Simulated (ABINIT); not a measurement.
# InSb3 (Fm-3m) in ABINIT: settings compared

The runs below take InSb3 through band structure, equation of state, with r2SCAN, PBE, TB-mBJ, LDA.

All numbers are computed with ABINIT 10.8.3 (patched build); they aren't measurements. Logs are shortened: lines on timing, memory, paths and dates and some standing lists are left out, and cuts for length are marked. The log counts tension as positive stress, the text compression.

## 1. The crystal as given

The structure is cubic, space group Fm-3m (No. 225). The conventional cell has a = 7.589 Å, b = 7.589 Å, c = 7.589 Å, α = 90.00°, β = 90.00°, γ = 90.00°. Around Sb (site symmetry m-3m) lie 8 Sb at 3.29 Å. Sb (site symmetry -43m) is surrounded by 4 In at 3.29 Å and 4 Sb at 3.29 Å. Around In (site symmetry m-3m) lie 8 Sb at 3.29 Å.

The cell comes from a database or a generator and needn't be the stable form of this composition.

## 2. Band structure, r2SCAN

File run.abi:

```
# Datasets: ground state, then fixed potential
ndtset 2

# Pseudopotentials
pp_dirpath "./"
pseudos "Sb.GGA_PBE-JTH.xml, In.GGA_PBE-JTH.xml"

# Structure
acell 10.140858362 10.140858362 10.140858362
rprim
     0.0000000000     0.7071067812     0.7071067812
     0.7071067812     0.0000000000     0.7071067812
     0.7071067812     0.7071067812     0.0000000000
ntypat 2
znucl 51 49
natom 4
typat 1 1 1 2
xred
     0.5000000000     0.5000000000     0.5000000000
     0.7500000000     0.7500000000     0.7500000000
     0.2500000000     0.2500000000     0.2500000000
     0.0000000000     0.0000000000     0.0000000000

# Plane-wave basis
ecut 26.0
pawecutdg 48.0

# Exchange and correlation
ixc -497498
usekden 1
pawxcdev 0

# Bands and occupations
occopt 3
tsmear 0.05 eV

# SCF cycle
nstep 100

# Output
iomode 3
prtwf 0
prteig 0
prtebands 0
enunit 1
prtden1 1
prtkden1 1

# Dataset 1
kptopt1 1
ngkpt1 6 6 6
nshiftk1 1
shiftk1 0.0 0.0 0.0
nband1 35
tolvrs1 1.0e-7

# Dataset 2: bands along G-X-W-K-G-L-U-W-L-K
iscf2 -2
getden2 1
getkden2 1
nband2 41
nbdbuf2 4
tolwfr2 1.0e-11
kptopt2 -9
ndivsm2 8
prteig2 1
prtvol2 -3
kptbounds2
     0.0000000000     0.0000000000     0.0000000000
     0.5000000000     0.0000000000     0.5000000000
     0.5000000000     0.2500000000     0.7500000000
     0.3750000000     0.3750000000     0.7500000000
     0.0000000000     0.0000000000     0.0000000000
     0.5000000000     0.5000000000     0.5000000000
     0.6250000000     0.2500000000     0.6250000000
     0.5000000000     0.2500000000     0.7500000000
     0.5000000000     0.5000000000     0.5000000000
     0.3750000000     0.3750000000     0.7500000000
```

Potentials or basis: JTH PAW PBE v2.0.

Launch:

```console
> mpirun --bind-to none -np 4 abinit run.abi > log 2>&1
```

run.abo:

```text
.Version 10.8.3 of ABINIT
 DATASET    1 : space group Fm -3 m (#225); Bravais cF (face-center cubic)
================================================================================
 Values of the parameters that define the memory need for DATASET  1.
     intxc =       0    ionmov =       0      iscf =      17    lmnmax =      18
     lnmax =       6     mgfft =      48  mpssoang =       3    mqgrid =    3001
     natom =       4  nloc_mem =       2    nspden =       1   nspinor =       1
    nsppol =       1      nsym =      48    n1xccc =       1    ntypat =       2
    occopt =       3   xclevel =       2
       mpw =        4699          nfft =      110592          nkpt =          16
Pmy_natom=         1
 PAW method is used; the additional fine FFT grid is defined by:
   mgfftf=        64    nfftf =    262144
================================================================================
================================================================================

 DATASET    2 : space group Fm -3 m (#225); Bravais cF (face-center cubic)
================================================================================
 Values of the parameters that define the memory need for DATASET  2.
     intxc =       0    ionmov =       0      iscf =      -2    lmnmax =      18
     lnmax =       6     mgfft =      48  mpssoang =       3    mqgrid =    3001
     natom =       4  nloc_mem =       2    nspden =       1   nspinor =       1
    nsppol =       1      nsym =      48    n1xccc =       1    ntypat =       2
    occopt =       3   xclevel =       2
       mpw =        4712          nfft =      110592          nkpt =         139
Pmy_natom=         1
 PAW method is used; the additional fine FFT grid is defined by:
   mgfftf=        64    nfftf =    262144
================================================================================
================================================================================

--------------------------------------------------------------------------------
------------- Echo of variables that govern the present computation ------------
--------------------------------------------------------------------------------
 -outvars: echo values of preprocessed input variables --------
            acell      1.0140858362E+01  1.0140858362E+01  1.0140858362E+01 Bohr
              amu      1.21753000E+02  1.14820000E+02
             ecut      2.60000000E+01 Hartree
           enunit           1
           getden1          0
           getden2          1
          getkden1          0
          getkden2          1
             iscf1         17
             iscf2         -2
              ixc     -497498
           jdtset        1    2
           kptopt1          1
           kptopt2         -9
         kptrlatt        6    0    0      0    6    0      0    0    6
          kptrlen1     6.08451502E+01
          kptrlen2     3.00000000E+01
            natom           4
            nband1         35
            nband2         41
           nbdbuf1          0
           nbdbuf2          4
           ndtset           2
           ndivsm1          0
           ndivsm2          8
            ngfft          48      48      48
          ngfftdg          64      64      64
             nkpt1         16
             nkpt2        139
            nstep         100
             nsym          48
           ntypat           2
           occopt           3
        pawecutdg      4.80000000E+01 Hartree
         pawxcdev           0
        prtebands           0
           prteig1          0
           prteig2          1
          prtkden           1
           prtvol1          0
           prtvol2         -3
            prtwf           0
            rprim      0.0000000000E+00  7.0710678120E-01  7.0710678120E-01
                       7.0710678120E-01  0.0000000000E+00  7.0710678120E-01
                       7.0710678120E-01  7.0710678120E-01  0.0000000000E+00
           shiftk1     0.00000000E+00  0.00000000E+00  0.00000000E+00
           shiftk2     5.00000000E-01  5.00000000E-01  5.00000000E-01
[... 2220 lines left out ...]
  7.86E-12  7.20E-12  5.59E-12  5.67E-12  9.77E-12  9.90E-12  5.45E-12  7.43E-12
  9.52E-12  6.08E-12  9.18E-12  6.65E-12  9.33E-12  6.25E-10  1.24E-09  1.88E-08
  9.66E-06
 -8.4537E-01 -8.4533E-01 -8.4522E-01 -8.4520E-01 -8.4518E-01 -8.3408E-01
 -8.3396E-01 -8.3391E-01 -8.3382E-01 -8.3373E-01 -8.3367E-01 -8.3346E-01
 -8.3345E-01 -8.3341E-01 -8.3326E-01 -2.9467E-01 -2.9394E-01 -2.9366E-01
 -2.9327E-01 -2.9292E-01 -1.1481E-01 -1.0830E-01 -7.7827E-02  3.0054E-02
  8.2378E-02  1.5585E-01  2.0769E-01  2.3929E-01  2.6496E-01  3.0158E-01
  3.1185E-01  3.6142E-01  3.8593E-01  4.4146E-01  4.5143E-01  4.6349E-01
  5.3864E-01  5.5948E-01  5.7064E-01  5.7398E-01  6.0884E-01

Result for kinetic energy density :

--------------------------------------------------------------------------------
 Total kinetic energy density [Ha/Bohr^3]
)     Maximum=    1.0955E+00  at reduced coord.    0.9531    0.9844    0.9844
)     Minimum=    2.2128E-03  at reduced coord.    0.0000    0.0000    0.0000
   Integrated=    2.6195E+01
--------------------------------------------------------------------------------

--- !ResultsGS
iteration_state: {dtset: 2, }
comment   : Summary of ground state results
lattice_vectors:
- [  0.0000000,   7.1706697,   7.1706697, ]
- [  7.1706697,   0.0000000,   7.1706697, ]
- [  7.1706697,   7.1706697,   0.0000000, ]
lattice_lengths: [  10.14086,   10.14086,   10.14086, ]
lattice_angles: [ 60.000,  60.000,  60.000, ] # degrees, (23, 13, 12)
lattice_volume:   7.3741022E+02
convergence: {deltae:  0.000E+00, res2:  0.000E+00, residm:  9.999E-12, diffor:  0.000E+00, }
etotal    :  -2.25673706E+02
entropy   :   0.00000000E+00
fermie    :   2.69926572E-01
cartesian_stress_tensor: null
pressure_GPa: null
xred      :
- [  5.0000E-01,   5.0000E-01,   5.0000E-01, Sb]
- [  7.5000E-01,   7.5000E-01,   7.5000E-01, Sb]
- [  2.5000E-01,   2.5000E-01,   2.5000E-01, Sb]
- [  0.0000E+00,   0.0000E+00,   0.0000E+00, In]
cartesian_forces: null
force_length_stats: {min: null, max: null, mean: null, }
...

 Integrated electronic density in atomic spheres:
 ------------------------------------------------
 Atom  Sphere_radius  Integrated_density
    1        2.40089         12.34709119
    2        2.40089         12.39319866
    3        2.40089         12.39319866
    4        2.50645         11.07124501

================================================================================

 ----iterations are completed or convergence reached----

 Mean square residual over all n,k,spin=   60.754E-13; max=  99.988E-13
 reduced coordinates (array xred) for    4 atoms
       0.500000000000      0.500000000000      0.500000000000
       0.750000000000      0.750000000000      0.750000000000
       0.250000000000      0.250000000000      0.250000000000
       0.000000000000      0.000000000000      0.000000000000

 cartesian coordinates (angstrom) at end:
    1      3.79455499749430     3.79455499749430     3.79455499749430
    2      5.69183249624145     5.69183249624145     5.69183249624145
    3      1.89727749874715     1.89727749874715     1.89727749874715
    4      0.00000000000000     0.00000000000000     0.00000000000000
 length scales= 10.140858362000 10.140858362000 10.140858362000 bohr
              =  5.366311140525  5.366311140525  5.366311140525 angstroms
 Eigenvalues (   eV  ) for nkpt= 139  k points:
 kpt#   1, nband= 41, wtk=  1.00000, kpt=  0.0000  0.0000  0.0000 (reduced coord)
 -23.00112  -23.00112  -23.00112  -23.00064  -23.00064  -22.69939  -22.69939  -22.69488
 -22.69488  -22.69488  -22.67762  -22.67762  -22.67762  -22.66916  -22.66916   -8.00209
  -8.00209   -8.00209   -7.97069   -7.97069   -5.58545   -0.80349    0.31075    4.62931
   4.62931    4.62931    4.68917    4.68917    4.68917    4.96452    6.47941    6.47941
   6.47941   11.12265   11.12265   14.31100   14.31100   14.31100   19.47456   19.47594
  19.48088
 kpt#   2, nband= 41, wtk=  1.00000, kpt=  0.0217  0.0000  0.0217 (reduced coord)
 -23.00113  -23.00113  -23.00110  -23.00064  -23.00063  -22.69940  -22.69933  -22.69488
 -22.69482  -22.69482  -22.67766  -22.67766  -22.67764  -22.66925  -22.66916   -8.00220
  -8.00203   -8.00203   -7.97076   -7.97068   -5.58052   -0.80935    0.29971    4.46174
   4.46174    4.64511    4.69382    4.85118    4.85118    4.92742    6.50003    6.50003
   6.51145   11.12698   11.15828   14.28138   14.28930   14.28930   19.40143   19.41128
  19.48743
 kpt#   3, nband= 41, wtk=  1.00000, kpt=  0.0435  0.0000  0.0435 (reduced coord)
 -23.00119  -23.00119  -23.00107  -23.00062  -23.00059  -22.69943  -22.69909  -22.69487
 -22.69465  -22.69465  -22.67779  -22.67779  -22.67773  -22.66953  -22.66917   -8.00258
[... 942 lines left out ...]
 kpt# 138, nband= 41, wtk=  1.00000, kpt=  0.3839  0.3839  0.7321 (reduced coord)
 -23.00362  -23.00236  -22.99989  -22.99897  -22.99848  -22.69575  -22.69300  -22.69192
 -22.68947  -22.68687  -22.68558  -22.67977  -22.67921  -22.67820  -22.67493   -8.01732
  -7.99956   -7.99106   -7.97982   -7.97092   -3.21968   -2.88266   -2.09807    0.84400
   2.29538    4.47151    5.47767    6.41034    7.07632    8.14688    8.36646    9.89810
  10.44806   12.10047   12.38751   12.59279   14.82559   15.30064   15.59410   15.87365
  16.46767
 kpt# 139, nband= 41, wtk=  1.00000, kpt=  0.3750  0.3750  0.7500 (reduced coord)
 -23.00366  -23.00252  -22.99972  -22.99895  -22.99843  -22.69640  -22.69325  -22.69175
 -22.68939  -22.68698  -22.68540  -22.67973  -22.67921  -22.67826  -22.67429   -8.01846
  -7.99846   -7.99078   -7.98029   -7.97067   -3.12403   -2.94699   -2.11779    0.81782
   2.24162    4.24098    5.65147    6.51144    7.21000    8.20628    8.48574    9.83460
  10.50156   12.01284   12.28417   12.61230   14.65701   15.22416   15.52800   15.61883
  16.56731

== END DATASET(S) ==============================================================
================================================================================

 -outvars: echo values of variables after computation  --------
            acell      1.0140858362E+01  1.0140858362E+01  1.0140858362E+01 Bohr
           etotal1    -2.2567370632E+02
            fcart1    -0.0000000000E+00 -0.0000000000E+00 -0.0000000000E+00
                      -0.0000000000E+00 -0.0000000000E+00 -0.0000000000E+00
                      -0.0000000000E+00 -0.0000000000E+00 -0.0000000000E+00
                      -0.0000000000E+00 -0.0000000000E+00 -0.0000000000E+00
            rprim      0.0000000000E+00  7.0710678120E-01  7.0710678120E-01
                       7.0710678120E-01  0.0000000000E+00  7.0710678120E-01
                       7.0710678120E-01  7.0710678120E-01  0.0000000000E+00
           strten1     4.0082620009E-05  4.0082620009E-05  4.0082620009E-05
                       0.0000000000E+00  0.0000000000E+00  0.0000000000E+00
           xangst      3.7945549975E+00  3.7945549975E+00  3.7945549975E+00
                       5.6918324962E+00  5.6918324962E+00  5.6918324962E+00
                       1.8972774987E+00  1.8972774987E+00  1.8972774987E+00
                       0.0000000000E+00  0.0000000000E+00  0.0000000000E+00
             xred      5.0000000000E-01  5.0000000000E-01  5.0000000000E-01
                       7.5000000000E-01  7.5000000000E-01  7.5000000000E-01
                       2.5000000000E-01  2.5000000000E-01  2.5000000000E-01
                       0.0000000000E+00  0.0000000000E+00  0.0000000000E+00
 Calculation completed.
```

Run time: 11 min. Hardware: 4 MPI ranks of Arm Neoverse V2, shared host; peak memory 1.2 GiB.

What came out:

```
Free energy                                           : -6140.8944 eV
Pressure                                              : -1.2 GPa
Band gap on the k mesh                                : none (metal or under the smearing width)
Valence electrons inside the program's atomic spheres : Sb 12.35, 12.39; In 11.07
```

Levels at the corners of the path, in eV from the Fermi level:
| point | band 26 | band 27 | band 28 | band 29 | band 30 | band 31 | band 32 | band 33 | band 34 | band 35 |
| --- | --- | --- | --- | --- | --- | --- | --- | --- | --- | --- |
| Γ | -2.72 | -2.66 | -2.66 | -2.66 | -2.38 | -0.87 | -0.87 | -0.87 | 3.78 | 3.78 |
| X | -5.45 | 0.37 | 0.75 | 0.75 | 1.32 | 1.61 | 1.72 | 1.72 | 4.24 | 5.31 |
| W | -3.24 | -2.67 | -2.29 | 1.03 | 1.24 | 1.95 | 1.95 | 3.53 | 4.32 | 4.32 |
| K | -3.10 | -1.69 | -0.83 | -0.14 | 0.86 | 1.14 | 2.49 | 3.16 | 4.67 | 4.94 |
| Γ | -2.72 | -2.66 | -2.66 | -2.66 | -2.38 | -0.87 | -0.87 | -0.87 | 3.78 | 3.78 |
| L | -3.75 | -2.85 | -2.85 | -0.32 | -0.23 | 1.92 | 1.92 | 3.17 | 3.17 | 3.57 |
| U | -3.10 | -1.69 | -0.83 | -0.14 | 0.86 | 1.14 | 2.49 | 3.16 | 4.67 | 4.94 |
| W | -3.24 | -2.67 | -2.29 | 1.03 | 1.24 | 1.95 | 1.95 | 3.53 | 4.32 | 4.32 |
| L | -3.75 | -2.85 | -2.85 | -0.32 | -0.23 | 1.92 | 1.92 | 3.17 | 3.17 | 3.57 |
| K | -3.10 | -1.69 | -0.83 | -0.14 | 0.86 | 1.14 | 2.49 | 3.16 | 4.67 | 4.94 |

Caveat: totals of a meta-GGA on PAW files have another zero than those of a GGA; the PAW data sets were made with another functional, which shifts forces and pressure a little; spin-orbit coupling is left out, which moves the levels of the heavy elements.

## 3. Band structure, PBE

run.abi, as its differences from that of step 2:

```diff
@@ -24,9 +24,8 @@
 # Plane-wave basis
-ecut 26.0
-pawecutdg 48.0
+ecut 22.0
+pawecutdg 44.0
+pawxcdev 0
 
 # Exchange and correlation
-ixc -497498
-usekden 1
-pawxcdev 0
+ixc 11
 
@@ -46,3 +45,2 @@
 prtden1 1
-prtkden1 1
 
@@ -54,3 +52,3 @@
 nband1 35
-tolvrs1 1.0e-7
+tolvrs1 1.0e-9
 
@@ -59,3 +57,2 @@
 getden2 1
-getkden2 1
 nband2 41
```

Potentials or basis: JTH PAW PBE v2.0.

Launch:

```console
> mpirun --bind-to none -np 4 abinit run.abi > log 2>&1
```

It took 3.1 min on 4 MPI ranks of Arm Neoverse V2, shared host; peak memory 0.84 GiB.

Results (log left out):

| Item | Value |
| --- | --- |
| Free energy | -8322.7891 eV |
| Pressure | -0.2 GPa |
| Band gap on the k mesh | none (metal or under the smearing width) |
| Valence electrons inside the program's atomic spheres | Sb 12.36, 12.39; In 11.08 |

Levels at the corners of the path, in eV from the Fermi level:
| point | band 28 | band 29 | band 30 | band 31 | band 32 | band 33 |
| --- | --- | --- | --- | --- | --- | --- |
| Γ | -2.49 | -2.49 | -2.48 | -0.81 | -0.81 | -0.81 |
| X | 0.80 | 0.80 | 1.12 | 1.61 | 1.68 | 1.68 |
| W | -2.19 | 1.06 | 1.26 | 1.88 | 1.88 | 3.26 |
| K | -0.84 | -0.08 | 0.82 | 1.16 | 2.41 | 2.90 |
| Γ | -2.49 | -2.49 | -2.48 | -0.81 | -0.81 | -0.81 |
| L | -2.71 | -0.36 | -0.23 | 1.81 | 1.81 | 2.94 |
| U | -0.84 | -0.08 | 0.82 | 1.16 | 2.41 | 2.90 |
| W | -2.19 | 1.06 | 1.26 | 1.88 | 1.88 | 3.26 |
| L | -2.71 | -0.36 | -0.23 | 1.81 | 1.81 | 2.94 |
| K | -0.84 | -0.08 | 0.82 | 1.16 | 2.41 | 2.90 |

Caveat: spin-orbit coupling is left out, which moves the levels of the heavy elements.

## 4. Band structure, TB-mBJ

run.abi, as its differences from that of step 3:

```diff
@@ -5,3 +5,3 @@
 pp_dirpath "./"
-pseudos "Sb.GGA_PBE-JTH.xml, In.GGA_PBE-JTH.xml"
+pseudos "Sb.LDA_PW-JTH.xml, In.LDA_PW-JTH.xml"
 
@@ -24,8 +24,9 @@
 # Plane-wave basis
-ecut 22.0
-pawecutdg 44.0
-pawxcdev 0
+ecut 26.0
+pawecutdg 48.0
 
 # Exchange and correlation
-ixc 11
+ixc -208012
+usekden 1
+pawxcdev 0
 
@@ -37,2 +38,5 @@
 nstep 100
+diemix 0.3
+optforces 0
+optstress 0
 
@@ -45,2 +49,3 @@
 prtden1 1
+prtkden1 1
 
@@ -48,3 +53,3 @@
 kptopt1 1
-ngkpt1 6 6 6
+ngkpt1 5 5 5
 nshiftk1 1
@@ -52,3 +57,3 @@
 nband1 35
-tolvrs1 1.0e-9
+tolvrs1 1.0e-7
 
@@ -57,2 +62,3 @@
 getden2 1
+getkden2 1
 nband2 41
```

Potentials or basis: JTH PAW LDA v2.0.

Launch:

```console
> mpirun --bind-to none -np 4 abinit run.abi > log 2>&1
```

Run time: 11 min. Hardware: 4 MPI ranks of Arm Neoverse V2, shared host; peak memory 1.1 GiB.

Results (log left out):

```
Band gap on the k mesh                                : none (metal or under the smearing width)
Valence electrons inside the program's atomic spheres : Sb 12.37, 12.39; In 11.10
```

Levels at the corners of the path, in eV from the Fermi level:
```
point  band 26  band 27  band 28  band 29  band 30  band 31  band 32  band 33
    Γ    -2.24    -2.13    -2.13    -2.13    -1.92    -0.34    -0.34    -0.34
    X    -4.78     0.64     1.09     1.09     1.54     1.91     2.09     2.09
    W    -2.73    -2.17    -1.77     1.35     1.56     2.27     2.27     3.69
    K    -2.58    -1.28    -0.42     0.23     1.26     1.48     2.77     3.32
    Γ    -2.24    -2.13    -2.13    -2.13    -1.92    -0.34    -0.34    -0.34
    L    -3.19    -2.30    -2.30     0.04     0.17     2.20     2.20     3.43
    U    -2.58    -1.28    -0.42     0.23     1.26     1.48     2.77     3.32
    W    -2.73    -2.17    -1.77     1.35     1.56     2.27     2.27     3.69
    L    -3.19    -2.30    -2.30     0.04     0.17     2.20     2.20     3.43
    K    -2.58    -1.28    -0.42     0.23     1.26     1.48     2.77     3.32
```

Caveat: the constant c of TB-mBJ comes from the pseudo density here, which moves gaps by up to 0.3 eV between sets of potentials; the PAW data sets were made with another functional, which shifts forces and pressure a little; spin-orbit coupling is left out, which moves the levels of the heavy elements.

(Continued in part 2 of 2.)
